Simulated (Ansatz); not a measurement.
Consider vertical energies of changing the electron count of CH₇AlGe, SMILES [AlH2][CH2][GeH3] (the Python package of Ansatz (0.2.0)).

Input file `ch7alge.xyz`:
```text
10

Al   -1.49770    0.18980   -0.82950
C     0.42630    0.20850   -0.60130
Ge    0.82250   -0.39040    1.18450
H    -2.10830   -0.86470   -1.79990
H    -2.25640    1.65390   -0.94530
H     0.83320    1.24940   -0.75370
H     0.91140   -0.47780   -1.33530
H     0.33120   -1.80350    1.40380
H     0.22490    0.59160    2.27290
H     2.39610   -0.40790    1.40680
```

`ip_ch7alge.py`
```python
"""Vertical ionisation energy of CH7AlGe."""

import ansatz as az

BASIS_SET = "def2-SVPD"
XC = "B3LYP"


def total_energy(molecule, charge=0, unpaired=0):
    calc = (
        molecule.calculation()
        .basis(gaussian=BASIS_SET)  # atom-centred Gaussian functions
        .functional(XC)
    )
    if charge:
        calc = calc.charge(charge)
    if unpaired:
        calc = calc.spin("collinear", total=unpaired)
    return calc.run(threads=1, pin="off").report["free_energy_ev"]

geometry = az.Crystal.molecule_from_extxyz("ch7alge.xyz")

# delta-SCF style differences, no relaxation
parent = total_energy(geometry, 0, 0)
cation = total_energy(geometry, 1, 1)
print(f"E(N)   = {parent:.5f} eV")
print(f"E(N-1) = {cation:.5f} eV  (1 unpaired)")
print(f"vertical ionisation energy {cation - parent:.3f} eV")
```

What does it cost to change the electron count at this fixed geometry?

At this unrelaxed geometry removing an electron costs 9.68 eV.

The run itself:

```console
$ python ip_ch7alge.py
E(N)   = -64257.40599 eV
E(N-1) = -64247.72373 eV  (1 unpaired)
vertical ionisation energy 9.682 eV
```

Reading the output:
- Total energies depend on the basis set; only differences at equal settings carry meaning.
- The geometry is a force-field or estimated start, not a minimum of this method, and the basis set is short of its limit. All parts are taken at fixed geometry, without zero-point energy. At an unrelaxed start these energies can be a whole eV from those at the minimum, and a small affinity can change sign.
- b3lyp holds the VWN-RPA fit, as in Gaussian; the form of ORCA and Turbomole is b3lyp5.
- Hardware and time: 16 s on 1 thread of Intel(R) Xeon(R) Processor @ 2.30GHz (shared host), peak memory 0.53 GiB.
